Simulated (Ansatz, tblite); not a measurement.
# The cluster Na6H6: charged states by level of theory

An exercise on one series of results from a longer session: the logs are not shown, and one member is left open.

Method: as each input shows; program: Ansatz 0.2.0, Gaussian basis.

Plan: charge +1 doublet, at the geometry of the singlet (PBE0-D4/def2-TZVP, PBE-D4/def2-TZVP, CAM-B3LYP-D4/def2-TZVP, CCSD(T)/def2-SVP); charge -1 doublet, at the geometry of the singlet (PBE0-D4/def2-TZVPD, PBE-D4/def2-TZVPD, CAM-B3LYP-D4/def2-TZVPD); the starting singlet's energies come from earlier runs.

2 further runs of the same task are left out: 2 set aside as unsound or not needed.

## The structure

The geometry is that of the singlet, from an earlier relaxation (PBE-D4/def2-SVP). At that level it is the lowest of the isomers that a small search found.

12 atoms, charge 0, spin multiplicity 1.

Atoms are counted from 1 here; the program's logs count them from 0.

Bond lengths: Na1–Na2 3.656 Å, Na1–Na3 3.104 Å, Na1–Na5 3.655 Å, Na1–Na6 3.105 Å, Na1–H7 2.323 Å, Na1–H9 2.154 Å, Na1–H10 2.157 Å, Na2–Na4 3.106 Å, Na2–Na5 3.656 Å, Na2–Na6 3.106 Å, Na2–H8 2.156 Å, Na2–H9 2.156 Å, Na2–H12 2.320 Å, Na3–Na4 3.651 Å, Na3–Na5 3.102 Å, Na3–Na6 3.653 Å, Na3–H7 2.158 Å, Na3–H10 2.310 Å and more. Angles: Na2–Na1–Na3 90.1°, Na2–Na1–Na5 60.0°, Na2–Na1–Na6 54.0°, Na2–Na1–H7 91.9°, Na2–Na1–H9 32.0°, Na2–Na1–H10 92.1°, Na3–Na1–Na5 53.9°, Na3–Na1–Na6 72.1°, Na3–Na1–H7 44.0°, Na3–Na1–H9 112.1°, Na3–Na1–H10 48.1°, Na5–Na1–Na6 89.9°, Na5–Na1–H7 91.9°, Na5–Na1–H9 92.0°, Na5–Na1–H10 32.1°, Na6–Na1–H7 43.9°, Na6–Na1–H9 48.4°, Na6–Na1–H10 111.8° and more.

Set-up of the first run:

in.yaml reads:

```yaml
crystal:
  periodic: [false, false, false]
  atoms:
    - {symbol: Na, position_ang: [1.343438, 0.514237, 1.917979]}
    - {symbol: Na, position_ang: [1.742317, -0.286975, -1.626608]}
    - {symbol: Na, position_ang: [-1.738578, 0.290911, 1.625038]}
    - {symbol: Na, position_ang: [-1.341482, -0.517183, -1.913189]}
    - {symbol: Na, position_ang: [-0.710875, 2.214702, -0.581082]}
    - {symbol: Na, position_ang: [0.706774, -2.213792, 0.579015]}
    - {symbol: H, position_ang: [-0.244485, -1.157287, 2.198344]}
    - {symbol: H, position_ang: [0.246305, 1.157578, -2.196757]}
    - {symbol: H, position_ang: [2.383796, -0.613739, 0.406096]}
    - {symbol: H, position_ang: [-0.175200, 1.987025, 1.496336]}
    - {symbol: H, position_ang: [-2.386152, 0.616340, -0.407835]}
    - {symbol: H, position_ang: [0.174134, -1.991797, -1.497337]}
basis:
  gaussian: {orbitals: def2-TZVP}
total_charge: 1
magnetization: {spin_polarized: true, initial_magnetization: 1}
hamiltonian: {xc: pbe0, dispersion: d4}
scf: {omitted_lower_state_checks: [starts]}
output: {orbitals: {seedname: orbitals}}
```

The run is started by

```
$ ansatz run in.yaml --threads 4 --pin off --events-out ev --progress --plain --max-ram 8704MiB
```

Steps of the session up to this table: Charge +1 doublet at the fixed geometry, PBE0-D4/def2-TZVP; Charge +1 doublet at the fixed geometry, PBE-D4/def2-TZVP; Charge +1 doublet at the fixed geometry, CAM-B3LYP-D4/def2-TZVP; Charge +1 doublet at the fixed geometry, CCSD(T)/def2-SVP.

One table of the session follows, with a row left open; its other results are not shown here.

It belongs to the step «Vertical ionisation energy». 

| method | vertical ionisation energy (eV) |
| --- | --- |
| HF/def2-SVP | 7.09 |
| PBE-D4/def2-TZVP | 6.61 |
| PBE0-D4/def2-TZVP | 7.03 |
| CAM-B3LYP-D4/def2-TZVP | 7.49 |
| MP2/def2-SVP | 7.59 |
| CCSD/def2-SVP | ? |
| CCSD(T)/def2-SVP | 7.48 |

Q: Estimate the row for CCSD/def2-SVP from the others.

**Answer.** vertical ionisation energy (eV): 7.55. In the column «vertical ionisation energy (eV)» it lies between CAM-B3LYP-D4/def2-TZVP (7.49) and MP2/def2-SVP (7.59).
